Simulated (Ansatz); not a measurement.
# CH8GeSi2: one species, many methods

One table from this session's results is given with a row withheld; the runs are named, their logs left out.

The runs use Ansatz 0.2.0, Gaussian basis; functionals in def2-TZVPP, the program's frozen cores in correlated methods.

Levels to be run: PBE-D4, r2SCAN-D4, PBE0-D4, B3LYP-D4, ωB97X-V, ωB97M-V, B2PLYP; CCSD(T)/def2-TZVPP; MP2/def2-QZVPP; extrapolation to the limit.

### Structure used throughout

All runs share one geometry, relaxed beforehand with PBE0-D4 in a triple-zeta def2 set.

SMILES `[SiH3][SiH]1[CH2][GeH2]1`, 12 atoms, charge 0, spin multiplicity 1.

Atoms are counted from 1 here; the program's logs count them from 0.

Bond lengths: Si1–Si2 2.322 Å, Si1–H5 1.488 Å, Si1–H6 1.489 Å, Si1–H7 1.487 Å, Si2–C3 1.893 Å, Si2–Ge4 2.305 Å, Si2–H8 1.485 Å, C3–Ge4 1.997 Å, C3–H9 1.087 Å, C3–H10 1.087 Å, Ge4–H11 1.529 Å, Ge4–H12 1.529 Å. Angles: Si2–Si1–H5 107.7°, Si2–Si1–H6 112.0°, Si2–Si1–H7 110.6°, H5–Si1–H6 108.6°, H5–Si1–H7 109.1°, H6–Si1–H7 108.7°, Si1–Si2–C3 117.2°, Si1–Si2–Ge4 119.4°, Si1–Si2–H8 116.7°, C3–Si2–Ge4 55.8°, C3–Si2–H8 115.2°, Ge4–Si2–H8 118.3°, Si2–C3–Ge4 72.6°, Si2–C3–H9 118.0°, Si2–C3–H10 117.2°, Ge4–C3–H9 116.3°, Ge4–C3–H10 115.7°, H9–C3–H10 111.9° and more.

The first run:

Contents of in.yaml:

```yaml
crystal:
  periodic: [false, false, false]
  atoms:
    - {symbol: Si, position_ang: [-1.713831, 1.367973, 0.202242]}
    - {symbol: Si, position_ang: [-0.101598, -0.181524, 0.826455]}
    - {symbol: C, position_ang: [1.592595, -0.049594, -0.006739]}
    - {symbol: Ge, position_ang: [0.695391, -1.677405, -0.735951]}
    - {symbol: H, position_ang: [-1.575678, 1.600236, -1.260640]}
    - {symbol: H, position_ang: [-1.541531, 2.667009, 0.908881]}
    - {symbol: H, position_ang: [-3.077250, 0.847845, 0.486190]}
    - {symbol: H, position_ang: [-0.074164, -0.576100, 2.258133]}
    - {symbol: H, position_ang: [1.754878, 0.764809, -0.707683]}
    - {symbol: H, position_ang: [2.466844, -0.230856, 0.613102]}
    - {symbol: H, position_ang: [0.299916, -1.587163, -2.210034]}
    - {symbol: H, position_ang: [1.351528, -3.000331, -0.339956]}
basis:
  gaussian: {orbitals: def2-TZVPP}
hamiltonian: {xc: pbe, dispersion: d4}
output: {forces: true, orbitals: {seedname: orbitals}}
```

Started as:

```console
$ ansatz run in.yaml --threads 4 --pin off --events-out ev --progress --plain --max-ram 10444MiB
```

Among the steps run: PBE-D4 (GGA); r2SCAN-D4 (meta-GGA); PBE0-D4 (hybrid); B3LYP-D4 (hybrid); ωB97X-V (range-separated); ωB97M-V (range-separated); B2PLYP (double hybrid); CCSD(T) in def2-TZVPP; MP2 in def2-QZVPP.

One of the session's tables, all rows but one given; the rest of the session is left out.

| method | atomisation energy (kJ/mol) |
| --- | --- |
| PBE-D4 | 3642.0 |
| r2SCAN-D4 | 3662.1 |
| PBE0-D4 | ? |
| B3LYP-D4 | 3630.8 |
| ωB97X-V | 3678.5 |
| ωB97M-V | 3636.5 |
| B2PLYP | 3585.8 |
| HF/def2-TZVPP | 2703.4 |
| MP2/def2-TZVPP | 3552.8 |
| CCSD/def2-TZVPP | 3528.7 |
| CCSD(T)/def2-TZVPP | 3573.5 |
| MP2/CBS | 3638.9 |
| CCSD(T)/CBS | 3659.6 |

**Question.** Estimate the row for PBE0-D4.

As computed: atomisation energy (kJ/mol): 3627.8. In the column «atomisation energy (kJ/mol)» it lies between B2PLYP (3585.8) and B3LYP-D4 (3630.8).
